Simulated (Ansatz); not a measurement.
Here is an Ansatz 0.2.0 calculation.

input.yaml

```yaml
crystal:
  lattice:
    - [4.00294434, 0.0, 0.0]
    - [0.0, 4.00294434, 0.0]
    - [0.0, 0.0, 4.00294434]
  atoms:
    - { symbol: Bi, position: [0.5, 0.5, 0.5] }
    - { symbol: S, position: [0.0, 0.0, 0.0] }
hamiltonian:
  xc: pbe
  pseudopotentials: { kind: paw }
kpoints:
  mp_grid: { grid: [7, 7, 7] }
scf:
  occupations: { method: gaussian, width: 0.028 }
output:
  forces: true
  stress: true
  eigenvalues: true
```

Potentials or basis: Ansatz PAW.

Run with:

```bash
$ ansatz run input.yaml --threads 2 --pin off --max-ram 5632MiB --backend cpu --events-out ev --progress --plain --runs-dir out
```

(1) Estimate the pressure.

(2) What does it give for the band gap on the k mesh?

## Answers

(1) -10.9 GPa.

(2) none (metal or under the smearing width).

Caveat: spin-orbit coupling is left out, which moves the levels of the heavy elements.
